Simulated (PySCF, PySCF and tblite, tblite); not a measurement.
# C5H12SSi: conformers and averaged spectra

Aim: find the conformers of C5H12SSi (`CS[C@@H]1CCC[SiH2]1`), weigh them, and average their properties.

Computed with tblite 0.8.0 (tight binding) and PySCF 2.14.0 (DFT, with response routines of our own); each step states its level. Atoms count from 0 throughout.

### 1 The starting structure

19 atoms, charge 0, multiplicity 1; geometry from: MMFF94s geometry.

Bonds of the start (Å): C0–H7 1.10, C0–H8 1.09, C0–H9 1.10, C0–S1 1.81, C2–C3 1.53, C2–H10 1.10, C2–Si6 1.93, C3–C4 1.54, C3–H11 1.10, C3–H12 1.11, C4–C5 1.54, C4–H13 1.09, C4–H14 1.09, C5–H15 1.11, C5–H16 1.10, C5–Si6 1.92, S1–C2 1.84, Si6–H17 1.48, Si6–H18 1.49.

### 2 GFN2-xTB relaxation, conformer 1

Job settings and geometry (Å):

```
{"job": {"xc": "GFN2-xTB", "basis": "xTB", "kind": "relax"}, "charge": 0, "multiplicity": 1}
C     -3.062900    -0.145300    -0.453600
S     -1.819700     1.143800    -0.690900
C     -0.311100     0.101000    -0.610600
C     -0.070600    -0.535000     0.759500
C      1.427300    -0.883500     0.866800
C      2.222200     0.383100     0.491300
Si     1.230900     1.218000    -0.929000
H     -4.056500     0.310600    -0.556900
H     -2.956100    -0.928300    -1.206600
H     -3.004200    -0.579800     0.551000
H     -0.351100    -0.658100    -1.403200
H     -0.333400     0.139300     1.588300
H     -0.680100    -1.446000     0.901900
H      1.699100    -1.231900     1.859800
H      1.661100    -1.683200     0.158900
H      2.258100     1.073100     1.357100
H      3.249200     0.147500     0.187500
H      1.843300     0.918400    -2.247800
H      1.044500     2.665500    -0.631200
```

Command:

```bash
> OMP_NUM_THREADS=1 python ens_run.py task.json out
```

This one command runs the whole study; its stages follow in the order run.

Standard output:

```text
step      E/eV     max force
  0    -592.78554    0.798
  1    -592.82622    0.426
  2    -592.85425    0.284
  3    -592.86385    0.193
  4    -592.87002    0.163
  5    -592.87360    0.147
  6    -592.87784    0.153
  7    -592.88105    0.125
  8    -592.88310    0.083
  9    -592.88423    0.064
 10    -592.88508    0.066
 11    -592.88576    0.059
 12    -592.88619    0.040
 13    -592.88619    0.040
 14    -592.88634    0.033
 15    -592.88657    0.029
 16    -592.88664    0.026
 17    -592.88685    0.032
 18    -592.88695    0.032
 19    -592.88704    0.028
 20    -592.88712    0.026
 21    -592.88721    0.022
 22    -592.88727    0.027
 23    -592.88733    0.027
 24    -592.88739    0.024
 25    -592.88747    0.028
 26    -592.88754    0.026
 27    -592.88759    0.018
 28    -592.88761    0.012
 29    -592.88764    0.014
 30    -592.88768    0.020
 31    -592.88773    0.021
 32    -592.88777    0.016
 33    -592.88781    0.017
 34    -592.88786    0.019
 35    -592.88792    0.025
 36    -592.88797    0.021
 37    -592.88801    0.015
 38    -592.88804    0.016
 39    -592.88808    0.016
 40    -592.88813    0.022
 41    -592.88817    0.018
 42    -592.88820    0.016
 43    -592.88823    0.014
 44    -592.88826    0.016
 45    -592.88829    0.019
 46    -592.88832    0.013
 47    -592.88834    0.010
 48    -592.88836    0.010
 49    -592.88837    0.010
 50    -592.88838    0.009
 51    -592.88839    0.005
 52    -592.88840    0.008
 53    -592.88841    0.009
 54    -592.88842    0.008
 55    -592.88843    0.008
 56    -592.88844    0.009
 57    -592.88845    0.010
 58    -592.88846    0.012
 59    -592.88847    0.010
 60    -592.88849    0.008
 61    -592.88850    0.008
 62    -592.88851    0.010
 63    -592.88852    0.011
 64    -592.88854    0.008
 65    -592.88855    0.010
 66    -592.88856    0.013
 67    -592.88857    0.014
 68    -592.88859    0.011
 69    -592.88861    0.010
 70    -592.88862    0.010
 71    -592.88863    0.012
 72    -592.88865    0.012
 73    -592.88866    0.011
 74    -592.88867    0.011
 75    -592.88868    0.012
 76    -592.88869    0.010
 77    -592.88870    0.008
 78    -592.88871    0.008
 79    -592.88872    0.008
 80    -592.88873    0.007
 81    -592.88873    0.005
 82    -592.88873    0.005
 83    -592.88874    0.004
```

It took 0.51 s on 1 thread of INTEL XEON PLATINUM 8581C at 2.30GHz, shared host.

The energy fell by 0.103 eV, and the atoms moved 0.06 Å (root mean square).

GFN2-xTB relaxation, conformer 2:

Job settings and geometry (Å):

```
{"job": {"xc": "GFN2-xTB", "basis": "xTB", "kind": "relax"}, "charge": 0, "multiplicity": 1}
C      2.990500     0.522400     0.276500
S      1.644600    -0.471000     0.973400
C      0.497700    -0.471400    -0.430100
C     -0.270500     0.880400    -0.605100
C     -1.443900     0.912800     0.407700
C     -2.233400    -0.404800     0.268300
Si    -0.904200    -1.754400    -0.045400
H      3.345000     0.086800    -0.651600
H      2.650600     1.545300     0.097000
H      3.810900     0.557700     0.988900
H      1.011100    -0.756700    -1.350900
H      0.379000     1.740000    -0.472000
H     -0.683100     0.932700    -1.605200
H     -1.057800     1.027900     1.420400
H     -2.099400     1.779700     0.204600
H     -2.820100    -0.611600     1.180400
H     -2.896400    -0.360800    -0.591700
H     -1.261200    -2.558800    -1.246700
H     -0.669200    -2.586900     1.174200
```

Standard output:

```text
step      E/eV     max force
  0    -592.76429    1.193
  1    -592.81666    0.611
  2    -592.84592    0.349
  3    -592.85886    0.225
  4    -592.86498    0.196
  5    -592.86945    0.159
  6    -592.87403    0.165
  7    -592.87774    0.181
  8    -592.88013    0.116
  9    -592.88139    0.075
 10    -592.88218    0.068
 11    -592.88284    0.085
 12    -592.88343    0.067
 13    -592.88392    0.055
 14    -592.88435    0.056
 15    -592.88478    0.068
 16    -592.88522    0.073
 17    -592.88559    0.046
 18    -592.88587    0.048
 19    -592.88609    0.040
 20    -592.88632    0.051
 21    -592.88656    0.043
 22    -592.88677    0.031
 23    -592.88677    0.031
 24    -592.88686    0.028
 25    -592.88706    0.023
 26    -592.88714    0.023
 27    -592.88727    0.025
 28    -592.88735    0.025
 29    -592.88743    0.022
 30    -592.88751    0.023
 31    -592.88759    0.024
 32    -592.88767    0.019
 33    -592.88772    0.019
 34    -592.88777    0.014
 35    -592.88782    0.017
 36    -592.88788    0.020
 37    -592.88795    0.022
 38    -592.88801    0.021
 39    -592.88808    0.017
 40    -592.88815    0.017
 41    -592.88820    0.016
 42    -592.88824    0.011
 43    -592.88826    0.012
 44    -592.88829    0.014
 45    -592.88832    0.018
 46    -592.88835    0.015
 47    -592.88837    0.008
 48    -592.88838    0.007
 49    -592.88839    0.006
 50    -592.88839    0.008
 51    -592.88840    0.007
 52    -592.88841    0.011
 53    -592.88843    0.013
 54    -592.88845    0.014
 55    -592.88848    0.015
 56    -592.88851    0.014
 57    -592.88854    0.020
 58    -592.88859    0.026
 59    -592.88864    0.020
 60    -592.88869    0.018
 61    -592.88872    0.018
 62    -592.88876    0.024
 63    -592.88881    0.030
 64    -592.88888    0.027
 65    -592.88893    0.013
 66    -592.88898    0.015
 67    -592.88901    0.015
 68    -592.88907    0.021
 69    -592.88912    0.020
 70    -592.88915    0.011
 71    -592.88917    0.010
 72    -592.88919    0.011
 73    -592.88921    0.013
 74    -592.88922    0.011
 75    -592.88924    0.009
 76    -592.88924    0.007
 77    -592.88925    0.009
 78    -592.88926    0.011
 79    -592.88928    0.009
 80    -592.88929    0.007
 81    -592.88930    0.008
 82    -592.88931    0.010
 83    -592.88932    0.009
 84    -592.88933    0.006
 85    -592.88934    0.006
 86    -592.88934    0.006
 87    -592.88935    0.009
 88    -592.88936    0.009
 89    -592.88937    0.007
 90    -592.88938    0.008
 91    -592.88939    0.008
 92    -592.88940    0.008
 93    -592.88941    0.008
 94    -592.88942    0.006
 95    -592.88942    0.006
 96    -592.88943    0.005
 97    -592.88943    0.005
 98    -592.88944    0.004
 99    -592.88944    0.004
100    -592.88944    0.004
```

Wall time 0.59 s (1 thread of INTEL XEON PLATINUM 8581C at 2.30GHz, shared host).

Relaxing gained 0.125 eV and moved the atoms by 0.09 Å on average (rms).

### 3 GFN2-xTB relaxation, conformer 3

Job settings and geometry (Å):

```
{"job": {"xc": "GFN2-xTB", "basis": "xTB", "kind": "relax"}, "charge": 0, "multiplicity": 1}
C      3.106400     0.042000     0.072800
S      1.660500    -0.261700    -1.001700
C      0.390800    -0.536500     0.291200
C     -0.821700    -1.316100    -0.301500
C     -1.751100    -0.355700    -1.040300
C     -2.021900     0.858000    -0.138700
Si    -0.371200     1.169800     0.788200
H      2.955500     0.949800     0.679100
H      3.282800    -0.814900     0.729600
H      3.977500     0.190800    -0.548400
H      0.804000    -1.065400     1.143300
H     -0.504900    -2.154400    -0.934600
H     -1.392800    -1.771100     0.544900
H     -1.270000    -0.027900    -1.983600
H     -2.694000    -0.835100    -1.319100
H     -2.333500     1.735100    -0.699200
H     -2.792300     0.620400     0.600500
H     -0.604200     1.237600     2.258500
H      0.370500     2.344600     0.267700
```

Standard output:

```text
step      E/eV     max force
  0    -592.76465    1.252
  1    -592.81528    0.555
  2    -592.84168    0.386
  3    -592.85403    0.255
  4    -592.86163    0.238
  5    -592.86712    0.153
  6    -592.87227    0.178
  7    -592.87625    0.185
  8    -592.87901    0.110
  9    -592.88045    0.076
 10    -592.88132    0.071
 11    -592.88213    0.104
 12    -592.88304    0.104
 13    -592.88392    0.069
 14    -592.88463    0.061
 15    -592.88522    0.062
 16    -592.88582    0.078
 17    -592.88641    0.057
 18    -592.88692    0.053
 19    -592.88731    0.050
 20    -592.88765    0.063
 21    -592.88797    0.060
 22    -592.88829    0.043
 23    -592.88857    0.042
 24    -592.88885    0.045
 25    -592.88921    0.065
 26    -592.88960    0.060
 27    -592.88993    0.043
 28    -592.89011    0.026
 29    -592.89011    0.026
 30    -592.89018    0.024
 31    -592.89044    0.026
 32    -592.89050    0.027
 33    -592.89064    0.024
 34    -592.89073    0.025
 35    -592.89086    0.027
 36    -592.89100    0.032
 37    -592.89114    0.034
 38    -592.89126    0.031
 39    -592.89138    0.023
 40    -592.89148    0.026
 41    -592.89157    0.022
 42    -592.89165    0.025
 43    -592.89175    0.033
 44    -592.89188    0.034
 45    -592.89202    0.028
 46    -592.89215    0.025
 47    -592.89227    0.031
 48    -592.89241    0.036
 49    -592.89255    0.030
 50    -592.89269    0.023
 51    -592.89282    0.031
 52    -592.89295    0.039
 53    -592.89309    0.032
 54    -592.89322    0.022
 55    -592.89332    0.022
 56    -592.89342    0.031
 57    -592.89353    0.034
 58    -592.89364    0.029
 59    -592.89371    0.018
 60    -592.89376    0.015
 61    -592.89379    0.016
 62    -592.89384    0.018
 63    -592.89389    0.018
 64    -592.89393    0.012
 65    -592.89395    0.012
 66    -592.89396    0.009
 67    -592.89398    0.014
 68    -592.89401    0.014
 69    -592.89403    0.010
 70    -592.89405    0.010
 71    -592.89407    0.010
 72    -592.89410    0.015
 73    -592.89413    0.016
 74    -592.89415    0.010
 75    -592.89416    0.006
 76    -592.89417    0.007
 77    -592.89418    0.010
 78    -592.89419    0.010
 79    -592.89420    0.008
 80    -592.89421    0.005
 81    -592.89421    0.008
 82    -592.89422    0.010
 83    -592.89423    0.008
 84    -592.89423    0.006
 85    -592.89424    0.006
 86    -592.89425    0.008
 87    -592.89426    0.010
 88    -592.89427    0.010
 89    -592.89428    0.005
 90    -592.89428    0.003
```

Run time: 0.55 s. Hardware: 1 thread of INTEL XEON PLATINUM 8581C at 2.30GHz, shared host.

Gain 0.130 eV; displacement 0.10 Å root mean square.

**GFN2-xTB relaxation, conformer 4**

Job settings and geometry (Å):

```
{"job": {"xc": "GFN2-xTB", "basis": "xTB", "kind": "relax"}, "charge": 0, "multiplicity": 1}
C      3.115100     0.616300     0.424100
S      1.961300     0.093900    -0.889700
C      0.511600    -0.297400     0.131500
C     -0.453200    -1.255100    -0.622300
C     -1.846300    -1.122900     0.033800
C     -2.209500     0.376700     0.049700
Si    -0.555800     1.282700     0.436800
H      3.256600    -0.178300     1.157700
H      4.080100     0.852500    -0.022500
H      2.729700     1.513000     0.933500
H      0.790500    -0.736500     1.086200
H     -0.533400    -1.022300    -1.680800
H     -0.099200    -2.294200    -0.527800
H     -2.593000    -1.691000    -0.532900
H     -1.824900    -1.512200     1.050600
H     -2.559600     0.701700    -0.920400
H     -2.972500     0.599500     0.801300
H     -0.482200     1.688000     1.866700
H     -0.324900     2.394900    -0.512800
```

Standard output:

```text
step      E/eV     max force
  0    -592.74271    1.329
  1    -592.79893    0.534
  2    -592.82663    0.413
  3    -592.83961    0.256
  4    -592.84677    0.224
  5    -592.85244    0.152
  6    -592.85733    0.187
  7    -592.86124    0.174
  8    -592.86416    0.120
  9    -592.86595    0.099
 10    -592.86703    0.089
 11    -592.86786    0.104
 12    -592.86863    0.095
 13    -592.86929    0.055
 14    -592.86980    0.056
 15    -592.87022    0.060
 16    -592.87063    0.069
 17    -592.87101    0.051
 18    -592.87130    0.040
 19    -592.87151    0.036
 20    -592.87151    0.036
 21    -592.87162    0.028
 22    -592.87191    0.032
 23    -592.87198    0.030
 24    -592.87217    0.027
 25    -592.87228    0.035
 26    -592.87247    0.042
 27    -592.87264    0.041
 28    -592.87283    0.036
 29    -592.87304    0.031
 30    -592.87334    0.043
 31    -592.87370    0.055
 32    -592.87412    0.058
 33    -592.87456    0.049
 34    -592.87504    0.061
 35    -592.87560    0.066
 36    -592.87621    0.070
 37    -592.87681    0.065
 38    -592.87743    0.067
 39    -592.87806    0.077
 40    -592.87860    0.061
 41    -592.87896    0.046
 42    -592.87918    0.033
 43    -592.87939    0.039
 44    -592.87964    0.057
 45    -592.87997    0.063
 46    -592.88033    0.050
 47    -592.88064    0.038
 48    -592.88089    0.034
 49    -592.88108    0.035
 50    -592.88128    0.041
 51    -592.88154    0.039
 52    -592.88188    0.059
 53    -592.88224    0.059
 54    -592.88254    0.035
 55    -592.88275    0.036
 56    -592.88293    0.037
 57    -592.88312    0.047
 58    -592.88332    0.039
 59    -592.88351    0.037
 60    -592.88369    0.031
 61    -592.88381    0.036
 62    -592.88394    0.032
 63    -592.88405    0.023
 64    -592.88412    0.016
 65    -592.88416    0.015
 66    -592.88420    0.014
 67    -592.88424    0.016
 68    -592.88431    0.021
 69    -592.88439    0.019
 70    -592.88447    0.026
 71    -592.88456    0.026
 72    -592.88465    0.024
 73    -592.88474    0.022
 74    -592.88481    0.019
 75    -592.88488    0.023
 76    -592.88493    0.025
 77    -592.88498    0.019
 78    -592.88501    0.012
 79    -592.88503    0.010
 80    -592.88505    0.014
 81    -592.88508    0.015
 82    -592.88511    0.015
 83    -592.88515    0.015
 84    -592.88519    0.018
 85    -592.88523    0.019
 86    -592.88526    0.015
 87    -592.88529    0.011
 88    -592.88531    0.009
 89    -592.88532    0.010
 90    -592.88534    0.011
 91    -592.88535    0.009
 92    -592.88536    0.006
 93    -592.88537    0.006
 94    -592.88538    0.008
 95    -592.88539    0.010
 96    -592.88540    0.010
 97    -592.88541    0.009
 98    -592.88542    0.007
 99    -592.88543    0.010
100    -592.88544    0.009
101    -592.88545    0.006
102    -592.88546    0.006
103    -592.88547    0.006
104    -592.88547    0.009
105    -592.88549    0.010
106    -592.88550    0.010
107    -592.88551    0.008
108    -592.88552    0.009
109    -592.88553    0.008
110    -592.88554    0.006
111    -592.88554    0.004
112    -592.88554    0.003
```

It took 0.68 s on 1 thread of INTEL XEON PLATINUM 8581C at 2.30GHz, shared host.

The energy fell by 0.143 eV, and the atoms moved 0.18 Å (root mean square).

### 4 GFN2-xTB relaxation, conformer 5

Job settings and geometry (Å):

```
{"job": {"xc": "GFN2-xTB", "basis": "xTB", "kind": "relax"}, "charge": 0, "multiplicity": 1}
C      2.687300     0.210500     0.716400
S      2.130000    -0.122900    -0.988000
C      0.331300    -0.023000    -0.835700
C     -0.261900     1.159100    -0.025900
C     -1.736200     0.805800     0.278000
C     -1.790300    -0.612300     0.870900
Si    -0.432900    -1.610000    -0.071600
H      3.757800     0.016200     0.789600
H      2.526700     1.262500     0.967200
H      2.164300    -0.425700     1.446500
H     -0.077000     0.037000    -1.861500
H      0.245900     1.281000     0.944500
H     -0.186600     2.095900    -0.559200
H     -2.181200     1.533700     0.952100
H     -2.312200     0.847600    -0.662800
H     -1.521200    -0.583200     1.947400
H     -2.772400    -1.062300     0.764200
H     -1.037200    -2.507500    -1.095500
H      0.456000    -2.293100     0.915100
```

Standard output:

```text
step      E/eV     max force
  0    -592.72466    1.086
  1    -592.77979    0.529
  2    -592.81307    0.369
  3    -592.82729    0.350
  4    -592.83787    0.247
  5    -592.84574    0.215
  6    -592.85169    0.219
  7    -592.85622    0.261
  8    -592.85983    0.189
  9    -592.86211    0.096
 10    -592.86372    0.085
 11    -592.86502    0.125
 12    -592.86615    0.122
 13    -592.86709    0.076
 14    -592.86784    0.068
 15    -592.86851    0.067
 16    -592.86923    0.083
 17    -592.86996    0.068
 18    -592.87055    0.049
 19    -592.87096    0.047
 20    -592.87134    0.050
 21    -592.87186    0.062
 22    -592.87251    0.068
 23    -592.87315    0.061
 24    -592.87367    0.049
 25    -592.87415    0.055
 26    -592.87468    0.064
 27    -592.87520    0.055
 28    -592.87562    0.050
 29    -592.87599    0.050
 30    -592.87646    0.056
 31    -592.87713    0.072
 32    -592.87789    0.069
 33    -592.87854    0.064
 34    -592.87906    0.060
 35    -592.87959    0.062
 36    -592.88016    0.067
 37    -592.88058    0.038
 38    -592.88058    0.038
 39    -592.88072    0.031
 40    -592.88091    0.030
 41    -592.88099    0.034
 42    -592.88118    0.028
 43    -592.88129    0.025
 44    -592.88137    0.017
 45    -592.88144    0.020
 46    -592.88151    0.021
 47    -592.88157    0.016
 48    -592.88161    0.013
 49    -592.88164    0.014
 50    -592.88168    0.014
 51    -592.88172    0.015
 52    -592.88177    0.016
 53    -592.88181    0.013
 54    -592.88185    0.015
 55    -592.88189    0.016
 56    -592.88193    0.021
 57    -592.88198    0.020
 58    -592.88202    0.013
 59    -592.88205    0.014
 60    -592.88210    0.016
 61    -592.88215    0.022
 62    -592.88220    0.020
 63    -592.88225    0.015
 64    -592.88229    0.015
 65    -592.88234    0.026
 66    -592.88242    0.029
 67    -592.88250    0.023
 68    -592.88256    0.018
 69    -592.88262    0.018
 70    -592.88269    0.028
 71    -592.88276    0.025
 72    -592.88282    0.016
 73    -592.88286    0.015
 74    -592.88291    0.020
 75    -592.88296    0.026
 76    -592.88301    0.020
 77    -592.88306    0.015
 78    -592.88309    0.015
 79    -592.88312    0.019
 80    -592.88315    0.017
 81    -592.88318    0.010
 82    -592.88320    0.013
 83    -592.88322    0.016
 84    -592.88325    0.020
 85    -592.88328    0.016
 86    -592.88330    0.010
 87    -592.88332    0.019
 88    -592.88336    0.023
 89    -592.88340    0.020
 90    -592.88343    0.013
 91    -592.88345    0.009
 92    -592.88347    0.012
 93    -592.88348    0.011
 94    -592.88349    0.006
 95    -592.88349    0.006
 96    -592.88349    0.004
```

Wall time 0.6 s (1 thread of INTEL XEON PLATINUM 8581C at 2.30GHz, shared host).

The energy fell by 0.159 eV, and the atoms moved 0.15 Å (root mean square).

**GFN2-xTB relaxation, conformer 6**

Job settings and geometry (Å):

```
{"job": {"xc": "GFN2-xTB", "basis": "xTB", "kind": "relax"}, "charge": 0, "multiplicity": 1}
C      2.384900     0.552400    -0.215200
S      2.096300    -0.951600     0.735000
C      0.296700    -1.184600     0.645100
C     -0.371000    -1.003500    -0.758000
C     -0.984100     0.394200    -0.871800
C     -1.737100     0.723100     0.421800
Si    -0.626900     0.024300     1.821000
H      2.104300     0.414900    -1.256200
H      1.838600     1.398900     0.211900
H      3.439100     0.793100    -0.179900
H      0.093600    -2.202600     0.992100
H      0.316000    -1.232600    -1.569800
H     -1.193600    -1.738600    -0.826700
H     -0.194500     1.138600    -1.060400
H     -1.668100     0.453900    -1.733400
H     -1.900500     1.799700     0.550600
H     -2.696700     0.211300     0.450000
H     -1.448600    -0.683100     2.848900
H      0.241800     1.101500     2.375100
```

Standard output:

```text
step      E/eV     max force
  0    -592.70574    1.146
  1    -592.75660    0.553
  2    -592.78519    0.364
  3    -592.79805    0.366
  4    -592.80930    0.276
  5    -592.81718    0.188
  6    -592.82336    0.194
  7    -592.82748    0.243
  8    -592.83056    0.177
  9    -592.83238    0.097
 10    -592.83365    0.073
 11    -592.83470    0.112
 12    -592.83571    0.119
 13    -592.83661    0.081
 14    -592.83734    0.070
 15    -592.83793    0.066
 16    -592.83852    0.070
 17    -592.83915    0.063
 18    -592.83974    0.048
 19    -592.84023    0.057
 20    -592.84072    0.055
 21    -592.84130    0.063
 22    -592.84201    0.058
 23    -592.84275    0.069
 24    -592.84346    0.075
 25    -592.84422    0.078
 26    -592.84516    0.078
 27    -592.84622    0.068
 28    -592.84704    0.059
 29    -592.84757    0.049
 30    -592.84803    0.049
 31    -592.84861    0.056
 32    -592.84931    0.059
 33    -592.84989    0.047
 34    -592.85027    0.047
 35    -592.85059    0.043
 36    -592.85094    0.039
 37    -592.85094    0.039
 38    -592.85111    0.033
 39    -592.85130    0.030
 40    -592.85138    0.027
 41    -592.85158    0.023
 42    -592.85169    0.021
 43    -592.85176    0.015
 44    -592.85182    0.019
 45    -592.85189    0.019
 46    -592.85196    0.017
 47    -592.85202    0.013
 48    -592.85205    0.013
 49    -592.85208    0.012
 50    -592.85211    0.014
 51    -592.85214    0.013
 52    -592.85216    0.010
 53    -592.85218    0.009
 54    -592.85219    0.010
 55    -592.85221    0.013
 56    -592.85222    0.011
 57    -592.85223    0.007
 58    -592.85224    0.007
 59    -592.85225    0.011
 60    -592.85227    0.014
 61    -592.85228    0.011
 62    -592.85230    0.008
 63    -592.85231    0.008
 64    -592.85232    0.013
 65    -592.85234    0.017
 66    -592.85235    0.014
 67    -592.85236    0.007
 68    -592.85237    0.010
 69    -592.85238    0.010
 70    -592.85239    0.010
 71    -592.85240    0.007
 72    -592.85241    0.009
 73    -592.85241    0.011
 74    -592.85242    0.007
 75    -592.85242    0.004
 76    -592.85243    0.004
 77    -592.85243    0.006
 78    -592.85243    0.007
 79    -592.85244    0.006
 80    -592.85244    0.004
```

Wall time 0.51 s (1 thread of INTEL XEON PLATINUM 8581C at 2.30GHz, shared host).

Gain 0.147 eV; displacement 0.12 Å root mean square.

(Part 1 of 3 ends here.)
